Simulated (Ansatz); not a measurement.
A first try at a phonon calculation by finite displacements of CdSnAs2, space group P-4m2, using the Ansatz DFT code, driven from Python.

`cdsnas2.py`
```python
'''Lattice dynamics of CdSnAs2 in a supercell.'''

from pathlib import Path

import ansatz
import numpy as np

lattice = ansatz.Lattice.of(
    (4.358544, 0.0, 0.0),
    (0.0, 4.358544, 0.0),
    (0.0, 0.0, 6.192461),
)
sites = [
    ('Cd', (0.0, 0.0, 0.0)),
    ('Sn', (0.5, 0.5, 0.5)),
    ('As', (0.0, 0.5, 0.248216)),
    ('As', (0.5, 0.0, 0.751784)),
]
xtal = ansatz.Crystal(lattice=lattice)
for symbol, position in sites:
    xtal = xtal.atom(symbol, position)

# the cell itself: zone-centre modes alone
base = (
    xtal.calculation()
    .functional(ansatz.Functional.PBESOL)
    .occupations('fixed')
    .scf(tolerance=1e-10)
    .kpoints(4, 4, 4)
    .phonons('fd', supercell=1)
)
outcome = base.run(runs_dir='phonon_runs')
folder = Path(outcome.output_folder) / 'results'
ph = outcome.phonons

for mode, w in enumerate(ph.gamma_omega_inv_cm, start=1):
    print(f'Gamma mode {mode:2d}: {w:8.1f} 1/cm  {w / 33.35641:7.3f} THz')
print(f'{ph.n_members} displaced supercells, sum-rule residual {ph.asr_residual_pre_ev_ang2:.1e} eV/A^2')
optical = np.sort(ph.gamma_omega_inv_cm)
print('imaginary modes at Gamma:', int((optical < -10).sum()), '- highest mode', round(float(optical[-1]), 1), '1/cm')
```

```console
$ python cdsnas2.py
DeckWarning: basis.ecutwfc = 420 eV, auto-derived from the records' recommended cutoffs: set by Cd (normal level)
RunWarning: iter 1: σ=0 fill of 32 bands saw a band overlap (occupied 7.6976 eV > unoccupied 7.3552 eV) — on an unconverged iterate often a transient of an unconverged empty band; one that stands at the close is told there (band_overlap_at_count); if the run fails to converge, the spectrum is likely genuinely metallic at σ=0 — use a smearing of finite width or the tetrahedron method (which not every kind of run takes: see the entry of scf.occupations.method in the input reference), with at least one empty band (raise scf.n_extra_bands, or leave it out; where the count is already the smallest k-point's plane-wave count, raise basis.ecutwfc first)
RunWarning: a fill by count may have filled part of one level: at k-index 0 the highest filled band, 7.655797 eV, and the lowest empty band, 7.655797 eV, stand 8.882e-16 eV apart, within the solve's uncertainty, 2.500e-6 eV. If they are one level, whatever splits it, however little, can move the result. A smearing (`scf.occupations.method` with a `width`) well over the split that the run's distortions make, where the deck can take one, can fill the level evenly. On an open shell (a free atom, a radical) an even fill, a smearing's or one that the run's symmetry operations hold, can lie tenths of an eV above a state that splits the level, and an energy difference taken against it is then off by as much. To look for that state on an open shell, re-run with `crystal.symmetry.detect: false`, without `crystal.symmetry.time_reversal: true` (on a non-collinear deck from a starting moment too), where the deck allows it, and compare the energies; that run can end on one of several states, or fail to converge. If the gap is true, a tighter SCF threshold (`scf.convergence.dr2_threshold`, or `saddle.dr2_threshold`, `phonons.dr2_threshold` by `fd` or `hamiltonian.hubbard.lr.dr2_threshold` where [...]
RunWarning: the bands overlap at the fill by count (32 filled at each k-point of a channel): the highest filled level, 7.655797 eV at k-index 0, stands 0.3454 eV over the lowest empty one, 7.310420 eV at k-index 8, so that a fill of the lowest levels lies lower and no gap is reported. A metal, or a carrier in a host's bands, wants a smearing of finite width or the tetrahedron method (`scf.occupations.method`). A defect's level that its images broaden is meant whole, and this fill is then the right one; a shifted mesh or single k-points narrow the overlap
Traceback (most recent call last):
  File "cdsnas2.py", line 32, in <module>
    outcome = base.run(runs_dir='phonon_runs')
  ...
ansatz.NonConvergedError: phonons by finite displacements: refused after the reference cell's SCF. The lowest 32 bands at every k-point are filled, with no smearing (scf.occupations.method: fixed, or a scf.occupations.width too small to smear). At k = (0.000000, 0.000000, 0.000000) (k-index 0) the highest filled band, 7.655797 eV, and the lowest empty band, 7.655797 eV, cannot be told apart: 8.882e-16 eV apart, within the solve's uncertainty, 2.500e-6 eV. If they are one level, only part of it is filled; where a distorted cell splits that level, the result keeps changing however small phonons.amplitude is made. If the two levels are distinct, lower that uncertainty (tighten phonons.dr2_threshold (unset: the threshold that the undisplaced supercell's `setup` event announces, or a tighter one that the run tells of its displaced cells; a typed value replaces both); where that does not lower it, raise scf.n_extra_bands). Otherwise set scf.occupations.method: fermi_dirac with scf.occupations.width left out (that changes the method: the result is a smeared one, and can differ much where the gap is narrow; this check is not made under a smearing, and the result can still depend on the [...]
```
(Warnings from the package without file and line, shortened; library frames cut from the traceback.)

Why does it end like this?

The fault: fixed occupations, though the bands overlap at this level of theory. The change:

```diff
--- before
+++ after
@@ -26,3 +26,3 @@
     .functional(ansatz.Functional.PBESOL)
-    .occupations('fixed')
+    .occupations('fermi_dirac', width=0.05)
     .scf(tolerance=1e-10)
```

With that change:

Output of `python cdsnas2.py`:
```text
DeckWarning: basis.ecutwfc = 420 eV, auto-derived from the records' recommended cutoffs: set by Cd (normal level)
Gamma mode  1:      0.0 1/cm    0.000 THz
Gamma mode  2:      0.0 1/cm    0.000 THz
Gamma mode  3:      0.0 1/cm    0.000 THz
Gamma mode  4:     45.7 1/cm    1.371 THz
Gamma mode  5:     45.7 1/cm    1.371 THz
Gamma mode  6:    126.4 1/cm    3.788 THz
Gamma mode  7:    177.3 1/cm    5.316 THz
Gamma mode  8:    178.5 1/cm    5.351 THz
Gamma mode  9:    178.5 1/cm    5.351 THz
Gamma mode 10:    191.1 1/cm    5.729 THz
Gamma mode 11:    191.1 1/cm    5.729 THz
Gamma mode 12:    205.5 1/cm    6.161 THz
4 displaced supercells, sum-rule residual 7.5e-05 eV/A^2
imaginary modes at Gamma: 0 - highest mode 205.5 1/cm
```
(Warnings from the package without file and line.)

Notes:
- The cell isn't relaxed first, so the values belong to this volume.
- For a metal this k-point mesh is coarse: on a finer one energies can move by several to tens of meV an atom and pressures by half a GPa or more, differences at one mesh by less.
- No non-analytic term is added, so at the zone centre the longitudinal optical modes of a polar crystal aren't split off.
- This cell is a computed structure, which may not be the phase found in nature.
- The structure is taken as given and the supercell is small; imaginary modes can come from an unrelaxed or unstable start.
- The whole script took 56 s on 1 thread of Arm Neoverse V2 (shared host), peak memory 0.53 GiB.
